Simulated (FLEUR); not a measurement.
## HPbNO4 in FLEUR: the effect of functional

The system is HPbNO4.

```
H Pb N O
1.0
     3.85404    0.14384    0.09012
    -0.25320    5.52698    0.16471
    -0.48197   -1.92720    5.72025
H Pb N O
1 1 1 4
Direct
  0.10913 0.65718 0.54463
  0.61029 0.52127 0.15100
  0.91580 0.96263 0.95867
  0.01384 0.13639 0.88084
  0.72398 0.01057 0.12858
  0.00389 0.73732 0.87043
  0.11927 0.59324 0.37651
```

The cell was built by a generator and needn't be a form met in nature.

Alike in all runs:

| Item | Value |
| --- | --- |
| Program | FLEUR MaX-R8.1 (later development tree) |
| Task | single point |
| Potentials or basis | all-electron |
| Basis | FLAPW |
| Kmax | 5.83 1/bohr |
| k mesh | 4 × 3 × 3 |
| Occupations | fermi-dirac, width 0.05 eV |
| Spin | no spin polarisation |

One run gave: gap on the mesh 3.33 eV. Which functional did it use?
A. PBEsol
B. LDA
C. RPBE

C.

```tsv
functional	gap on the mesh (eV)
LDA	3.20
PBEsol	3.26
RPBE	3.33
```

Caveats: the plane-wave cutoff is short for the small spheres of the light atoms, so energies, forces and moduli aren't converged; the cutoff is high for the widest sphere, where the basis turns nearly dependent and energies can drift low; spin-orbit coupling is left out, which as a rule narrows the gap of such compounds by several tenths of an eV; an odd mesh through Γ misses points on the zone boundary, where band edges often lie.
